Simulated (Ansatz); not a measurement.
Crystal: VWC2.

```xyz
4
Lattice="1.5170 0.8759 4.9339 -1.5170 0.8759 4.9339 0.0000 -1.7517 4.9339" Properties=species:S:1:pos:R:3 pbc="T T T"
W     0.0000    0.0000    0.0000
V     0.0000    0.0000    7.4008
C     0.0000    0.0000    3.6485
C     0.0000    0.0000   11.1532
```

The cell comes from a database or a generator and needn't be the stable form of this composition.

* Program: Ansatz 0.2.0
* Task: single point
* Functional: PBEsol
* Potentials or basis: all-electron LAPW, scalar-relativistic
* Cutoff: 343 eV (chosen from the basis error)
* Basis error allowed: 0.001 eV/atom
* k mesh: 10 × 10 × 10
* Occupations: fermi-dirac, width 0.05 eV
* Spin: collinear spin, ferromagnetic start
* Starting moments: [0.0, 2.0, 0.0, 0.0] μB

On this cell: pressure -10.6 GPa; largest force 0.111 eV/Å; net moment 0.00 μB per cell; band gap on the k mesh none (metal or under the smearing width).

The same run follows on a disturbed copy (atoms moved at random, drawn with an rms of 0.05 Å):

```xyz
4
Lattice="1.5170 0.8759 4.9339 -1.5170 0.8759 4.9339 0.0000 -1.7517 4.9339" Properties=species:S:1:pos:R:3 pbc="T T T"
W    -0.0511   -0.0736    0.0110
V    -0.0447    0.0004    7.3913
C     0.0272    0.0500    3.6412
C    -0.0279   -0.0150   11.1734
```

**Question.** What does the disturbed cell give?

**Answer.** The energy (extrapolated to zero smearing) moves by +20.8 meV/atom; pressure -9.7 GPa; largest force 1.284 eV/Å; net moment 0.00 μB per cell; band gap on the k mesh none (metal or under the smearing width).

Forces on the atoms (eV/Å):
```
W    0.514  0.572  0.162
V    0.314  0.326 -0.048
C   -0.869 -0.899  0.291
C    0.040  0.001 -0.405
```

Stress tensor (GPa, compression positive):
```
 -9.44   0.70   1.58
  0.70 -10.13   0.26
  1.58   0.26  -9.48
```

Caveats: the starting moments weren't kept.
